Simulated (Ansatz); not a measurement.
# GeS2F12: the cost of one run

Computed with Ansatz 0.2.0 (DFT, PBE, plane-wave PAW, default files, scalar-relativistic, as far as a step names no other, unless a step's input says otherwise).

### 1 Starting point

The structure is orthorhombic, space group Pnnm (No. 58). The conventional cell has a = 7.445 Å, b = 9.491 Å, c = 6.035 Å, α = 90.00°, β = 90.00°, γ = 90.00°. Ge (site symmetry 2/m) has 6 F at 1.81 Å as nearest neighbours. Around S (site symmetry m) lie 3 F at 1.55 Å. F (site symmetry 1) is surrounded by 1 Ge at 1.81 Å. Around F (site symmetry 1) lie 1 S at 1.55 Å. F (site symmetry m) has 1 Ge at 1.81 Å as nearest neighbours. Around F (site symmetry m) lie 1 S at 1.55 Å.

As a file:

```
Ge S F
1.0
     7.44477    0.00000    0.00000
     0.00000    9.49128    0.00000
     0.00000    0.00000    6.03516
Ge S F
2 4 24
Direct
  0.50000 0.00000 0.00000
  0.00000 0.50000 0.50000
  0.56937 0.24293 0.50000
  0.43063 0.75707 0.50000
  0.06937 0.25707 0.00000
  0.93063 0.74293 0.00000
  0.36578 0.91521 0.21136
  0.63422 0.08479 0.21136
  0.86578 0.58479 0.28864
  0.13422 0.41521 0.28864
  0.63422 0.08479 0.78864
  0.36578 0.91521 0.78864
  0.97151 0.84798 0.81052
  0.02849 0.15202 0.81052
  0.47151 0.65202 0.68948
  0.52849 0.34798 0.68948
  0.02849 0.15202 0.18948
  0.97151 0.84798 0.18948
  0.52849 0.34798 0.31052
  0.47151 0.65202 0.31052
  0.65049 0.85058 0.00000
  0.34951 0.14942 0.00000
  0.15049 0.64942 0.50000
  0.84951 0.35058 0.50000
  0.61915 0.82544 0.50000
  0.38085 0.17456 0.50000
  0.11915 0.67456 0.00000
  0.88085 0.32544 0.00000
  0.86578 0.58479 0.71136
  0.13422 0.41521 0.71136
```

### 2 Single point at the given positions

The input, input.yaml:

```yaml
crystal:
  lattice:
    - [7.44476877, 0.0, 0.0]
    - [0.0, 9.49127788, 0.0]
    - [0.0, 0.0, 6.03515828]
  atoms:
    - { symbol: Ge, position: [0.5, 0.0, 0.0] }
    - { symbol: Ge, position: [0.0, 0.5, 0.5] }
    - { symbol: S, position: [0.56937121, 0.24293125, 0.5] }
    - { symbol: S, position: [0.43062879, 0.75706875, 0.5] }
    - { symbol: S, position: [0.06937121, 0.25706875, 0.0] }
    - { symbol: S, position: [0.93062879, 0.74293125, 0.0] }
    - { symbol: F, position: [0.36577954, 0.91520646, 0.21135878] }
    - { symbol: F, position: [0.63422046, 0.08479354, 0.21135878] }
    - { symbol: F, position: [0.86577954, 0.58479354, 0.28864122] }
    - { symbol: F, position: [0.13422046, 0.41520646, 0.28864122] }
    - { symbol: F, position: [0.63422046, 0.08479354, 0.78864122] }
    - { symbol: F, position: [0.36577954, 0.91520646, 0.78864122] }
    - { symbol: F, position: [0.97150656, 0.8479839, 0.81052308] }
    - { symbol: F, position: [0.02849344, 0.1520161, 0.81052308] }
    - { symbol: F, position: [0.47150656, 0.6520161, 0.68947692] }
    - { symbol: F, position: [0.52849344, 0.3479839, 0.68947692] }
    - { symbol: F, position: [0.02849344, 0.1520161, 0.18947692] }
    - { symbol: F, position: [0.97150656, 0.8479839, 0.18947692] }
    - { symbol: F, position: [0.52849344, 0.3479839, 0.31052308] }
    - { symbol: F, position: [0.47150656, 0.6520161, 0.31052308] }
    - { symbol: F, position: [0.65049167, 0.85057663, 0.0] }
    - { symbol: F, position: [0.34950833, 0.14942337, 0.0] }
    - { symbol: F, position: [0.15049167, 0.64942337, 0.5] }
    - { symbol: F, position: [0.84950833, 0.35057663, 0.5] }
    - { symbol: F, position: [0.61915366, 0.82544496, 0.5] }
    - { symbol: F, position: [0.38084634, 0.17455504, 0.5] }
    - { symbol: F, position: [0.11915366, 0.67455504, 0.0] }
    - { symbol: F, position: [0.88084634, 0.32544496, 0.0] }
    - { symbol: F, position: [0.86577954, 0.58479354, 0.71135878] }
    - { symbol: F, position: [0.13422046, 0.41520646, 0.71135878] }
kpoints:
  mp_grid: { grid: [3, 3, 4] }
scf:
  occupations: { method: fermi_dirac, width: 0.02 }
hamiltonian:
  xc: pbe
  pseudopotentials: { kind: paw }
output:
  forces: true
  stress: true
  populations: true
  efg:
    quadrupole_moments_barn: { Ge: -0.196, S: -0.0694 }
    contact_densities: true
```

Started as:

```bash
$ ansatz run input.yaml --threads 1 --pin off --max-ram 2560MiB --backend cpu --events-out ev --progress --plain --runs-dir out
```

**Question.** How long does this run take on 1 thread of Arm Neoverse V1, shared host, and how much memory does it need?

About 1.7 min, with a peak of 0.96 GiB.
